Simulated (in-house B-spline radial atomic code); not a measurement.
**La⁷⁺: ionisation energy by several methods**

An exercise on one series of results from a longer session: the logs are not shown, and one member is left open.

Method: non-relativistic, several functionals, spin-polarised; spherical all-electron atom at the radial basis limit. Code: in-house B-spline radial atomic code version 1.

## The atom as given

```
element       : lanthanum (Z = 57)
charge        : +7
electrons     : 50
configuration : [Kr] 4d10 5s2 5p2
nucleus       : point
```

The outer shells:

[Kr] 4d10 5s2 5p2
```
[Kr] core
4d [↑↓][↑↓][↑↓][↑↓][↑↓]
5s [↑↓]
5p [↑ ][↑ ][  ]
```

Where spins are not typed, each open shell is filled with up spins first.

Set-up of the first run:

Settings, as recorded:

```ini
Z = 57
electrons = 50.0
configuration = [Kr] 4d10 5s2 5p2
hamiltonian = nr
method = lda,
spin_polarised = True
```

Among the steps run: exchange-only LDA; TPSS; LDA (PW92); OLYP; PBE; AM05.

One table of the session follows, with a row left open; its other results are not shown here.

```
           method  ΔSCF (eV)
exchange-only LDA     102.58
       LDA (PW92)     103.95
             OLYP     103.79
              PBE     103.63
             AM05          ?
             TPSS     103.61
```

Estimate the missing values for AM05.

As computed: ΔSCF (eV): 103.73. In the column «ΔSCF (eV)» it lies between PBE (103.63) and OLYP (103.79).

Members of this set that are not shown: 12 used exact exchange with fractional occupations of an open shell, which is unsound here.

Limits of these values: Meta-GGA runs start from a PBE run whose iterations are not counted. These runs leave out relativity, which matters at this nuclear charge.
